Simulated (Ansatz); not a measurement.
**Cl2GeH4OSi: basis-set convergence**

An exercise on one series of results from a longer session: the logs are not shown, and one member is left open.

Method: one geometry, several basis sets; program: Ansatz 0.2.0, Gaussian basis.

Plan: PBE0-D4/def2-SVP; ωB97M-V/def2-SVP; PBE0-D4/def2-QZVPP; ωB97M-V/def2-QZVPP; the functionals' def2-TZVPP values are taken from earlier runs.

## The geometry

The geometry comes from an earlier relaxation with PBE0-D4 in a triple-zeta def2 set; it is a stationary point, not always the lowest conformer.

SMILES `Cl[SiH](Cl)[O][GeH3]`, 9 atoms, charge 0, spin multiplicity 1.

Atoms are counted from 1 here; the program's logs count them from 0.

Bond lengths: Cl1–Si2 2.048 Å, Si2–Cl3 2.045 Å, Si2–O4 1.603 Å, Si2–H6 1.469 Å, O4–Ge5 1.792 Å, Ge5–H7 1.534 Å, Ge5–H8 1.532 Å, Ge5–H9 1.531 Å. Angles: Cl1–Si2–Cl3 107.4°, Cl1–Si2–O4 110.5°, Cl1–Si2–H6 109.0°, Cl3–Si2–O4 110.8°, Cl3–Si2–H6 108.9°, O4–Si2–H6 110.2°, Si2–O4–Ge5 135.2°, O4–Ge5–H7 108.2°, O4–Ge5–H8 106.7°, O4–Ge5–H9 104.8°, H7–Ge5–H8 112.1°, H7–Ge5–H9 112.4°, H8–Ge5–H9 112.2°.

Set-up of the first run:

The input, in.yaml:

```yaml
crystal:
  periodic: [false, false, false]
  atoms:
    - {symbol: Cl, position_ang: [-1.700524, -1.243558, 1.514341]}
    - {symbol: Si, position_ang: [-0.695095, 0.520455, 1.247571]}
    - {symbol: Cl, position_ang: [0.915385, 0.504341, 2.508017]}
    - {symbol: O, position_ang: [-0.223414, 0.672101, -0.277399]}
    - {symbol: Ge, position_ang: [0.678292, -0.353398, -1.438478]}
    - {symbol: H, position_ang: [-1.577668, 1.634306, 1.619394]}
    - {symbol: H, position_ang: [1.606392, -1.277161, -0.639976]}
    - {symbol: H, position_ang: [-0.368028, -1.138534, -2.236744]}
    - {symbol: H, position_ang: [1.453159, 0.635146, -2.313624]}
basis:
  gaussian: {orbitals: def2-SVP}
hamiltonian: {xc: pbe0, dispersion: d4}
output: {orbitals: {seedname: orbitals}}
```

Steps of the session up to this table: PBE0-D4 in def2-SVP; ωB97M-V in def2-SVP; PBE0-D4 in def2-QZVPP; ωB97M-V in def2-QZVPP.

One table of the session follows, with a row left open; its other results are not shown here.

It belongs to the step «Density functionals: the series». 

| functional | basis | HOMO (eV) | LUMO (eV) |
| --- | --- | --- | --- |
| PBE0-D4 | def2-SVP | -8.85 | 0.00 |
| PBE0-D4 | def2-TZVPP | -8.98 | -0.23 |
| PBE0-D4 | def2-QZVPP | -9.00 | -0.44 |
| ωB97M-V | def2-SVP | -11.07 | 1.91 |
| ωB97M-V | def2-TZVPP | -11.25 | 1.60 |
| ωB97M-V | def2-QZVPP | ? | ? |

**Question.** Estimate the row for ωB97M-V, def2-QZVPP.

**Answer.** HOMO (eV): -11.29; LUMO (eV): 1.13. In the column «HOMO (eV)» it is the lowest.
